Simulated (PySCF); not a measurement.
# A diatomic session: RuF

Aim: find the lowest electronic state of RuF, scan its bond at several levels of theory, and get bond length, wavenumber and dissociation energy from each curve.

Program: PySCF 2.14.0. Level of theory: Ru def2-TZVPPD with ECP28, F def2-TZVPPD, scalar-relativistic core potentials. These are calculated values, not measurements.

## (1) Set-up

The job is set up so:

```
atoms                         : Ru, F
charge                        : 0
basis                         : Ru def2-TZVPPD with ECP28, F def2-TZVPPD
Hamiltonian                   : scalar-relativistic core potentials
basis functions               : 96
electrons treated             : 25
masses in u                   : 101.9043, 18.9984
levels                        : PBE0, PBE, r²SCAN, BHandHLYP, PBEsol, B2PLYP, PW91, TPSSh, CAM-B3LYP, HF, MP2, SCS-MP2, CCSD, CCSD(T)
grid                          : 80 radial by 434 angular points
occupations                   : held fixed by the projection of orbital angular momentum
dissociation limit            : Ru + F, each in its ground configuration
starting distance in angstrom : 1.810
values of 2S to try           : 1, 3, 5, 7
```

Started as:

```
> OMP_NUM_THREADS=2 python dia.py task.json out
```

Further steps of the session: The PBE0 curve of the state that the search chose; Other states along the same grid; PBE (GGA); r²SCAN (meta-GGA); BHandHLYP (global hybrid GGA); PBEsol (GGA); B2PLYP (double hybrid); PW91 (GGA); TPSSh (hybrid meta-GGA); CAM-B3LYP (range-separated hybrid); UHF; MP2 and coupled cluster.

**Question.** What will these runs give? Wanted: for each run, Re; ωe; De; μ.

As calculated:

Lowest PBE0 solution found, without spin–orbit coupling: quartet, unpaired electrons σ ↑, π ↑, δ ↑. State 2 has its PBE0 minimum 0.08 eV higher. State 3 has its PBE0 minimum 0.09 eV higher. State 4 has its PBE0 minimum 0.16 eV higher. The other levels ran on the lowest alone.

```
      level  Re (Å)  ωe (cm⁻¹)  De (eV)  μ (D)
        UHF   1.994        492     2.09  -6.39
    UHF-MP2   1.907        546     4.20    n/a
UHF-SCS-MP2   1.928        527     4.12    n/a
   UHF-CCSD   1.928        539     3.80    n/a
UHF-CCSD(T)   1.919        544     4.00    n/a
        PBE   1.896        568     4.50  -3.74
     PBEsol   1.871        601     4.81  -3.54
       PW91   1.894        572     4.53  -3.73
     r²SCAN   1.890        581     4.22  -3.95
      TPSSh   1.899        570     4.15  -4.17
       PBE0   1.902        559     4.00  -4.49
  BHandHLYP   1.932        534     3.65  -5.29
  CAM-B3LYP   1.913        554     4.29  -4.76
     B2PLYP   1.916        546     4.14  -5.20
```

De is counted to Ru + F in their ground configurations. A positive dipole means Ru(−)F(+).

Differences from CCSD(T) in the same basis:

```
      level  Re (mÅ)  ωe (%)
        UHF      +75    -9.6
    UHF-MP2      -12    +0.4
UHF-SCS-MP2       +9    -3.2
   UHF-CCSD       +8    -0.8
        PBE      -23    +4.5
     PBEsol      -48   +10.4
       PW91      -25    +5.1
     r²SCAN      -29    +6.8
      TPSSh      -20    +4.7
       PBE0      -18    +2.7
  BHandHLYP      +13    -1.8
  CAM-B3LYP       -6    +1.9
     B2PLYP       -3    +0.3
```

What this shows: Against CCSD(T) in the same basis, the bond length is nearest at B2PLYP (-3 mÅ) and farthest at UHF (+75 mÅ); the wavenumber is nearest at B2PLYP (+0.3 %) and farthest at PBEsol (+10.4 %). Of the levels with a De here, UHF gives the least (2.09 eV) and PBEsol the most (4.81 eV).

Correlated steps freeze 1 core orbital. B2PLYP dipoles, levels and charges come from its SCF part alone. The state is the lowest single determinant that the PBE0 search found; with open d or f shells the true ground state can be another one. Spin–orbit coupling is left out.
